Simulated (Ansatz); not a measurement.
**ZrH2+ (quartet): wave-function methods side by side, def2-TZVPP**

The task here is to estimate one member of a computed series from the others.

Computed with Ansatz 0.2.0, Gaussian basis. Level: def2-TZVPP, core rule «outside noble gas», up to 4 orbitals frozen.

The runs, in order: UHF; CCSD(T) on ROHF; CCSD(T) on UHF; CCSDT(Q) on ROHF; CCSDT(Q) on UHF.

29 further runs of the same task are left out: 9 for a known fault of the program, 9 that didn't finish, 11 set aside as unsound or not needed. Runs told in other sessions of the task aren't counted.

## The system

The geometry is a PBE0/def2-TZVP stationary point (not a proven minimum) of the parent state, kept for this charge and spin. No spin-orbit coupling is included. Elements past krypton take def2 core potentials.

3 atoms, charge 1, spin multiplicity 4.

Atoms are counted from 1 here; the program's logs count them from 0.

Bond lengths: Zr1–H2 1.963 Å, Zr1–H3 1.963 Å. Angles: H2–Zr1–H3 180.0°.

Geometry (Å):

```
Zr    0.0000    0.0000    0.0000
H     0.0000    0.0000   -1.9633
H     0.0000    0.0000    1.9633
```

Set-up of the first run:

File in.yaml:

```yaml
crystal:
  periodic: [false, false, false]
  atoms:
    - {symbol: Zr, position_ang: [0.000000, 0.000000, 0.000000]}
    - {symbol: H, position_ang: [0.000000, 0.000000, -1.963300]}
    - {symbol: H, position_ang: [0.000000, 0.000000, 1.963300]}
basis:
  gaussian: {orbitals: def2-TZVPP}
total_charge: 1
magnetization: {spin_polarized: true, initial_magnetization: 3}
hamiltonian: {xc: hf}
output: {orbitals: {seedname: orbitals}}
```

Run with:

```bash
ansatz run in.yaml --threads 1 --pin off --events-out ev --progress --plain --max-ram 2393MiB
```

Among the steps run: UHF; CCSD(T) on ROHF; CCSD(T) on UHF; CCSDT(Q) on ROHF; CCSDT(Q) on UHF.

One table of the session follows, with a row left open; its other results are not shown here.

```
   method  from RCCSDT(Q) (kcal/mol)
      UHF                     +46.05
     RMP2                     +12.13
     UMP2                     +13.79
    RCCSD                      +2.21
    UCCSD                      +0.71
 RCCSD(T)                      +0.54
 UCCSD(T)                      -1.24
   RCCSDT                          ?
   UCCSDT                      -1.83
RCCSDT(Q)                          0
UCCSDT(Q)                      -1.89
```

Q: Estimate the row for RCCSDT from the others.

As computed: from RCCSDT(Q) (kcal/mol): +0.05. In the column «from RCCSDT(Q) (kcal/mol)» it lies between RCCSDT(Q) (0) and RCCSD(T) (+0.54).

Left out of the table: ROHF (another determinant or state than the rows shown).

The program flags RCCSD(T), RCCSDT(Q) as in doubt (see the logs), so the zero of the table is itself unsure.

Limits of these values: The report flags that the cluster equations may have other roots. The program flags RCCSD(T), RCCSDT(Q) as in doubt, so the zero of the table is itself unsure. Warnings: coupled cluster took another determinant than the lowest; large T1 diagnostic. Restricted and unrestricted rows rest on different reference determinants; a gap between their highest levels can come from leftover correlation error, from unlike frozen cores or from another state.
